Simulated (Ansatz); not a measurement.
# quartet InHCl at 6 levels

We compute a comparison of 6 runs (UHF/3-21G, U-revPBE/def2-TZVPP, UB3LYP/def2-TZVPP, UBLYP/def2-TZVPP, UMP2/def2-TZVPP, UCCSD(T)/def2-TZVPP) of quartet InHCl. 

The calculation is run with Ansatz 0.2.0.

38 further runs of the same task are left out: 38 set aside as unsound or not needed.

### Step 1. The structure to begin with

InHCl: 3 atoms, total charge 0, spin state quartet. As SMILES of the parent species, `[Cl][InH]`. Geometry: relaxed at PBE0-D4/def2-TZVP. That shape belongs to the parent species and isn't relaxed for this state.

Bond lengths: Cl1–In2 2.365 Å, In2–H3 1.773 Å. Angles: Cl1–In2–H3 115.3°.

### Step 2. The energy at UHF/3-21G (run 1)

run.yaml

```yaml
basis:
  gaussian: {orbitals: 3-21G-spherical.json}
crystal:
  periodic: [false, false, false]
  atoms:
    - {symbol: Cl, position_ang: [-1.649800, 0.396800, -0.867400]}
    - {symbol: In, position_ang: [0.409500, 0.542400, 0.286100]}
    - {symbol: H, position_ang: [1.229400, -1.003900, 0.568100]}
magnetization: {spin_polarized: true, initial_magnetization: 3}
output: {orbitals: {seedname: orbitals}}
accuracy: high
hamiltonian: {xc: hf}
```

The basis set 3-21G is read from a file made from the Basis Set Exchange's data (not shown).

The run is started by

```sh
$ ansatz run run.yaml --threads 1 --pin off --max-ram 3480MiB --events-out events.jsonl --progress --plain --runs-dir runs
```

What it wrote:

```text
Warning: RAYON_NUM_THREADS=1 ignored (pool sized by the plan → 1); use --threads N
Functional definition: HF
  name "HF"
  exchange = exact_x
  correlation = 0
892 factors; integrals over basis functions are off by at most 4.2e-9 eV
mean field evaluation 1: about -167960.6032 eV, gradient 6.6e0 eV
mean field evaluation 2: about -167960.6367 eV, gradient 6.6e0 eV
mean field evaluation 4: about -167961.4375 eV, gradient 1.1e0 eV
mean field evaluation 8: about -167961.4721 eV, gradient 5.1e-1 eV
mean field evaluation 16: about -167961.6903 eV, gradient 2.1e-4 eV
mean field evaluation 32: about -167961.4512 eV, gradient 2.6e-1 eV
mean field evaluation 64: about -167961.4396 eV, gradient 1.7e-1 eV
mean field evaluation 96: about -167961.4158 eV, gradient 4.1e-7 eV
mean field -167961.69030828 eV, -6172.4782703065 hartree, gradient 2.0e-8 eV, S^2 3.759606; 6 other end points of the search recorded, 0 dependent functions left out
reference -167961.69030828 eV, -6172.4782703065 hartree; 35, 32 occupied and 11, 14 virtual orbitals, 892 factors
Total energy: -167961.69030828 eV, -6172.4782703065 hartree
```

It took 3.6 s on 1 thread of Arm Neoverse V2, shared host; peak memory 0.15 GiB.

### Step 3. The energy at U-revPBE/def2-TZVPP (core potential) (run 2)

run.yaml

```yaml
crystal:
  periodic: [false, false, false]
  atoms:
    - {symbol: Cl, position_ang: [-1.649800, 0.396800, -0.867400]}
    - {symbol: In, position_ang: [0.409500, 0.542400, 0.286100]}
    - {symbol: H, position_ang: [1.229400, -1.003900, 0.568100]}
basis:
  gaussian:
    orbitals: def2-TZVPP
hamiltonian:
  xc: {name: revPBE}
accuracy: high
output: {orbitals: {seedname: orbitals}}
magnetization:
  spin_polarized: true
  initial_magnetization: 3
```

The run is started by

```sh
$ ansatz run run.yaml --threads 1 --pin off --max-ram 3480MiB --events-out events.jsonl --progress --plain --runs-dir runs
```

What it wrote:

```text
Warning: RAYON_NUM_THREADS=1 ignored (pool sized by the plan → 1); use --threads N
Functional definition: revPBE
  name "revPBE"
  parameter kappa = 1.245
  parameter beta = 0.06672455060314922
  exchange = pbe_x(kappa = kappa, mu = beta*pi^2/3)
  correlation = pbe_c(beta = beta)
1766 factors; integrals over basis functions are off by at most 3.3e-9 eV
mean field evaluation 1: about -17705.9550 eV, gradient 1.4e1 eV
mean field evaluation 2: about -17699.0931 eV, gradient 3.4e1 eV
mean field evaluation 4: about -17707.9031 eV, gradient 4.0e0 eV
mean field evaluation 8: about -17708.0364 eV, gradient 2.7e-1 eV
mean field evaluation 16: about -17708.0350 eV, gradient 6.1e-4 eV
mean field evaluation 32: about -17704.6827 eV, gradient 1.3e1 eV
mean field evaluation 64: about -17706.5270 eV, gradient 2.8e-6 eV
mean field evaluation 96: about -17707.8457 eV, gradient 8.0e-1 eV
mean field -17708.03503907 eV, -650.7582847484 hartree, gradient 2.6e-8 eV, S^2 3.756200; 13 other end points of the search recorded, 0 dependent functions left out
reference -17708.03504434 eV, -650.7582849423 hartree; 21, 18 occupied and 85, 88 virtual orbitals, 1766 factors
Total energy: -17708.03504434 eV, -650.7582849423 hartree
```

It took 29 s on 1 thread of Arm Neoverse V2, shared host; peak memory 0.32 GiB.

Runs 3 to 4 aren't shown in full; the table further down has their settings and results.

### Step 4. The energy at UMP2/def2-TZVPP (core potential) (run 5)

run.yaml

```yaml
crystal:
  periodic: [false, false, false]
  atoms:
    - symbol: Cl
      position_ang: [-1.649800, 0.396800, -0.867400]
    - symbol: In
      position_ang: [0.409500, 0.542400, 0.286100]
    - symbol: H
      position_ang: [1.229400, -1.003900, 0.568100]
basis:
  gaussian:
    orbitals: def2-TZVPP
accuracy: high
total_charge: 0
correlation:
  method: mp2
  frozen_orbitals: {Cl: 5, H: 0, In: 4}
magnetization:
  spin_polarized: true
  initial_magnetization: 3
```

The run is started by

```sh
$ ansatz run run.yaml --threads 1 --pin off --max-ram 3480MiB --events-out events.jsonl --progress --plain --runs-dir runs
```

What it wrote:

```text
Warning: RAYON_NUM_THREADS=1 ignored (pool sized by the plan → 1); use --threads N
[... 4 set-up lines as earlier in the session ...]
1766 factors; integrals over basis functions are off by at most 3.3e-9 eV
mean field evaluation 1: about -17663.3818 eV, gradient 8.7e0 eV
mean field evaluation 2: about -17663.3892 eV, gradient 8.7e0 eV
mean field evaluation 4: about -17664.4887 eV, gradient 2.3e0 eV
mean field evaluation 8: about -17664.5793 eV, gradient 2.1e-1 eV
mean field evaluation 16: about -17664.8981 eV, gradient 1.4e-1 eV
mean field evaluation 32: about -17664.6845 eV, gradient 3.0e-7 eV
mean field evaluation 64: about -17664.6566 eV, gradient 8.8e-1 eV
mean field evaluation 96: about -17664.6589 eV, gradient 4.8e-2 eV
mean field -17664.89840767 eV, -649.1730427836 hartree, gradient 2.0e-8 eV, S^2 3.765019; 10 other end points of the search recorded, 0 dependent functions left out
9 core orbitals not correlated: weight in the atoms' cores, before any rotation towards them, 1.000 or more for the frozen orbitals, at most 0.000 for the correlated occupied ones
reference -17664.89840767 eV, -649.1730427836 hartree; 12, 9 occupied and 85, 88 virtual orbitals, 1766 factors
second order -11.68796059 eV of doubles, -0.00000000 eV of singles
Total energy: -17676.58636826 eV, -649.6025674128 hartree
```

Wall time 20 s (1 thread of Arm Neoverse V2, shared host); peak memory 0.33 GiB.

### Step 5. A single-point energy at UCCSD(T)/def2-TZVPP (core potential) (run 6)

in.yaml

```yaml
crystal:
  periodic: [false, false, false]
  atoms:
    - symbol: Cl
      position_ang: [-1.649800, 0.396800, -0.867400]
    - symbol: In
      position_ang: [0.409500, 0.542400, 0.286100]
    - symbol: H
      position_ang: [1.229400, -1.003900, 0.568100]
basis:
  gaussian: {orbitals: def2-TZVPP}
magnetization: {spin_polarized: true, initial_magnetization: 3}
correlation: {method: ccsd_t, frozen_orbitals: {Cl: 5, H: 0, In: 4}}
accuracy: high
scf: {omitted_lower_state_checks: [cluster_reference, increment]}
```

The run is started by

```sh
$ ansatz run in.yaml --threads 1 --pin off --max-ram 3480MiB --events-out events.jsonl --progress --plain --runs-dir runs
```

What it wrote:

```text
Warning: RAYON_NUM_THREADS=1 ignored (pool sized by the plan → 1); use --threads N
[... 15 lines left out ...]
9 core orbitals not correlated: weight in the atoms' cores, before any rotation towards them, 1.000 or more for the frozen orbitals, at most 0.000 for the correlated occupied ones
[... 31 lines left out ...]
Total energy: -17677.58166948 eV, -649.6391440583 hartree
Checks for a lower state left out: cluster_reference, increment
```

Run time: 62 s. Hardware: 1 thread of Arm Neoverse V2, shared host; peak memory 1.1 GiB.

### Step 6. The series

| run | level | core potential | frozen core orbitals | energy (Eh) | HOMO energy (eV) | ⟨S²⟩ | wall time |
| --- | --- | --- | --- | --- | --- | --- | --- |
| 1 | UHF/3-21G | none | – | -6172.478270 | -6.36 | 3.760 | 3.6 s |
| 2 | U-revPBE/def2-TZVPP (core potential) | def2-TZVPP | – | -650.758285 | -3.11 | 3.756 | 29 s |
| 3 | UB3LYP/def2-TZVPP (core potential) | def2-TZVPP | – | -650.868098 | -3.68 | 3.761 | 20 s |
| 4 | UBLYP/def2-TZVPP (core potential) | def2-TZVPP | – | -650.741709 | -2.84 | 3.756 | 31 s |
| 5 | UMP2/def2-TZVPP (core potential) | def2-TZVPP | 9 | -649.602567 | – | 3.765 | 20 s |
| 6 | UCCSD(T)/def2-TZVPP (core potential) | def2-TZVPP | 9 | -649.639144 | – | 3.765 | 62 s |

### Step 7. Results

```
                                          quantity          value
                               run 6: total energy  -649.63914 Eh
run 6: correlation energy (9 core orbitals frozen)     -466.1 mEh
                             run 6: (T) correction     -17.54 mEh
          run 6: ⟨S²⟩ of the reference determinant          3.765
                              run 6: T1 diagnostic          0.043
```

**Reading.** Totals of different functionals can't be ranked against each other. Some runs of one species differ in core potentials or relativity; totals across that change don't compare. In run 1 relativity is left out where basis or elements ask for it. All runs together took 2.8 min, the longest 62 s.
